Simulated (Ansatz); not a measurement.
**CH5NSSn: one species, many methods**

The task here is to estimate one member of a computed series from the others.

Method: functionals in def2-TZVPP, the program's frozen cores in correlated methods; program: Ansatz 0.2.0, Gaussian basis.

The runs, in order: PBE-D4, r2SCAN-D4, PBE0-D4, B3LYP-D4, ωB97X-V, ωB97M-V, B2PLYP; CCSD(T)/def2-TZVPP; MP2/def2-QZVPP; extrapolation to the limit.

## Structure used throughout

An earlier PBE0-D4 in a triple-zeta def2 set relaxation fixed the geometry. Sn takes the def2 core potential; no spin-orbit term is included.

SMILES `N=C[S][SnH3]`, 9 atoms, charge 0, spin multiplicity 1.

Atoms are counted from 1 here; the program's logs count them from 0.

Bond lengths: N1–C2 1.258 Å, N1–H5 1.020 Å, C2–S3 1.774 Å, C2–H6 1.092 Å, S3–Sn4 2.415 Å, Sn4–H7 1.702 Å, Sn4–H8 1.702 Å, Sn4–H9 1.703 Å. Angles: C2–N1–H5 112.6°, N1–C2–S3 125.3°, N1–C2–H6 119.1°, S3–C2–H6 115.6°, C2–S3–Sn4 101.5°, S3–Sn4–H7 108.1°, S3–Sn4–H8 108.3°, S3–Sn4–H9 105.3°, H7–Sn4–H8 110.9°, H7–Sn4–H9 112.0°, H8–Sn4–H9 111.9°.

The first run:

The input, in.yaml:

```yaml
crystal:
  periodic: [false, false, false]
  atoms:
    - {symbol: N, position_ang: [1.099535, 1.964147, -1.519496]}
    - {symbol: C, position_ang: [0.534295, 1.152133, -0.742928]}
    - {symbol: S, position_ang: [0.709660, -0.612090, -0.798313]}
    - {symbol: Sn, position_ang: [-0.728420, -1.297088, 1.017260]}
    - {symbol: H, position_ang: [1.688904, 1.500581, -2.211400]}
    - {symbol: H, position_ang: [-0.122502, 1.536302, 0.039871]}
    - {symbol: H, position_ang: [0.209873, -2.172336, 2.135332]}
    - {symbol: H, position_ang: [-1.972020, -2.267709, 0.378055]}
    - {symbol: H, position_ang: [-1.330825, 0.149659, 1.684519]}
basis:
  gaussian: {orbitals: def2-TZVPP}
hamiltonian: {xc: pbe, dispersion: d4}
output: {forces: true, orbitals: {seedname: orbitals}}
```

Launch:

```console
ansatz run in.yaml --threads 4 --pin off --events-out ev --progress --plain --max-ram 10444MiB
```

Steps of the session up to this table: PBE-D4 (GGA); r2SCAN-D4 (meta-GGA); PBE0-D4 (hybrid); B3LYP-D4 (hybrid); ωB97X-V (range-separated); ωB97M-V (range-separated); B2PLYP (double hybrid); CCSD(T) in def2-TZVPP; MP2 in def2-QZVPP.

One of the session's tables, all rows but one given; the rest of the session is left out.

```
            method  atomisation energy (kJ/mol)
            PBE-D4                       2858.5
         r2SCAN-D4                       2786.5
           PBE0-D4                       2784.5
          B3LYP-D4                       2787.4
           ωB97X-V                       2808.9
           ωB97M-V                       2794.8
            B2PLYP                       2740.8
     HF/def2-TZVPP                       1841.0
    MP2/def2-TZVPP                       2708.7
   CCSD/def2-TZVPP                       2640.3
CCSD(T)/def2-TZVPP                       2700.8
           MP2/CBS                            ?
       CCSD(T)/CBS                       2792.8
```

Q: Estimate the row for MP2/CBS from the others.

**Answer.** atomisation energy (kJ/mol): 2800.7. In the column «atomisation energy (kJ/mol)» it lies between ωB97M-V (2794.8) and ωB97X-V (2808.9).
